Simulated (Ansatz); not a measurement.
# C5H11NSi: basis-set convergence

One table from this session's results is given with a row withheld; the runs are named, their logs left out.

Program: Ansatz 0.2.0, Gaussian basis. Level of theory: one geometry, several basis sets. These are calculated values, not measurements.

Levels to be run: PBE0-D4/def2-SVP; ωB97M-V/def2-SVP; PBE0-D4/def2-QZVPP; ωB97M-V/def2-QZVPP; the functionals' def2-TZVPP values are taken from earlier runs.

## The geometry

All runs share one geometry, relaxed beforehand with PBE0-D4 in a triple-zeta def2 set.

18 atoms, charge 0, spin multiplicity 1.

Atoms are counted from 1 here; the program's logs count them from 0.

Bond lengths: C1–C2 1.323 Å, C1–H8 1.086 Å, C1–H9 1.083 Å, C2–C3 1.499 Å, C2–H10 1.088 Å, C3–N4 1.452 Å, C3–H11 1.098 Å, C3–H12 1.097 Å, N4–Si5 1.732 Å, N4–C6 1.383 Å, Si5–H13 1.483 Å, Si5–H14 1.490 Å, Si5–H15 1.487 Å, C6–C7 1.334 Å, C6–H16 1.087 Å, C7–H17 1.081 Å, C7–H18 1.081 Å. Angles: C2–C1–H8 121.4°, C2–C1–H9 121.7°, H8–C1–H9 116.9°, C1–C2–C3 124.4°, C1–C2–H10 120.0°, C3–C2–H10 115.6°, C2–C3–N4 114.1°, C2–C3–H11 108.7°, C2–C3–H12 110.1°, N4–C3–H11 107.6°, N4–C3–H12 109.5°, H11–C3–H12 106.5°, C3–N4–Si5 118.9°, C3–N4–C6 118.6°, Si5–N4–C6 122.4°, N4–Si5–H13 107.5°, N4–Si5–H14 112.7°, N4–Si5–H15 108.9° and more.

Geometry (Å):

```tsv
atom	x (Å)	y (Å)	z (Å)
C1	1.0038	-2.4925	-0.4306
C2	0.3581	-1.5804	0.2782
C3	0.8249	-0.1688	0.4702
N4	-0.2181	0.8285	0.3110
Si5	-0.9674	1.4898	1.7259
C6	-0.6425	1.1437	-0.9675
C7	-0.2207	0.6168	-2.1184
H8	1.9220	-2.2528	-0.9591
H9	0.6425	-3.5107	-0.5117
H10	-0.5671	-1.8427	0.7872
H11	1.2291	-0.0668	1.4856
H12	1.6504	0.0522	-0.2172
H13	-1.8023	2.6372	1.2942
H14	-1.8245	0.5011	2.4394
H15	0.0933	1.9214	2.6747
H16	-1.3929	1.9295	-0.9883
H17	-0.6219	0.9964	-3.0476
H18	0.4958	-0.1905	-2.1740
```

Set-up of the first run:

Contents of in.yaml:

```yaml
crystal:
  periodic: [false, false, false]
  atoms:
    - {symbol: C, position_ang: [1.003801, -2.492539, -0.430650]}
    - {symbol: C, position_ang: [0.358059, -1.580366, 0.278227]}
    - {symbol: C, position_ang: [0.824946, -0.168760, 0.470226]}
    - {symbol: N, position_ang: [-0.218055, 0.828492, 0.310952]}
    - {symbol: Si, position_ang: [-0.967366, 1.489829, 1.725867]}
    - {symbol: C, position_ang: [-0.642486, 1.143710, -0.967476]}
    - {symbol: C, position_ang: [-0.220708, 0.616753, -2.118446]}
    - {symbol: H, position_ang: [1.922046, -2.252751, -0.959074]}
    - {symbol: H, position_ang: [0.642468, -3.510730, -0.511708]}
    - {symbol: H, position_ang: [-0.567105, -1.842701, 0.787163]}
    - {symbol: H, position_ang: [1.229083, -0.066800, 1.485612]}
    - {symbol: H, position_ang: [1.650416, 0.052248, -0.217221]}
    - {symbol: H, position_ang: [-1.802324, 2.637184, 1.294183]}
    - {symbol: H, position_ang: [-1.824466, 0.501083, 2.439401]}
    - {symbol: H, position_ang: [0.093317, 1.921367, 2.674683]}
    - {symbol: H, position_ang: [-1.392929, 1.929519, -0.988258]}
    - {symbol: H, position_ang: [-0.621905, 0.996377, -3.047633]}
    - {symbol: H, position_ang: [0.495807, -0.190517, -2.174048]}
basis:
  gaussian: {orbitals: def2-SVP}
hamiltonian: {xc: pbe0, dispersion: d4}
output: {orbitals: {seedname: orbitals}}
```

On the command line:

```console
$ ansatz run in.yaml --threads 2 --pin off --events-out ev --progress --plain --max-ram 32768MiB --backend cpu
```

Among the steps run: PBE0-D4 in def2-SVP; ωB97M-V in def2-SVP; PBE0-D4 in def2-QZVPP; ωB97M-V in def2-QZVPP.

One table of the session follows, with a row left open; its other results are not shown here.

It belongs to the step «Functionals by basis». 

| functional | basis | HOMO (eV) | LUMO (eV) |
| --- | --- | --- | --- |
| PBE0-D4 | def2-SVP | -5.91 | 0.21 |
| PBE0-D4 | def2-TZVPP | -6.01 | -0.04 |
| PBE0-D4 | def2-QZVPP | -6.03 | -0.13 |
| ωB97M-V | def2-SVP | ? | ? |
| ωB97M-V | def2-TZVPP | -8.20 | 1.87 |
| ωB97M-V | def2-QZVPP | -8.21 | 1.53 |

**Question.** Estimate the row for ωB97M-V, def2-SVP.

As computed: HOMO (eV): -8.09; LUMO (eV): 2.34. In the column «HOMO (eV)» it lies between ωB97M-V, def2-TZVPP (-8.20) and PBE0-D4, def2-QZVPP (-6.03).
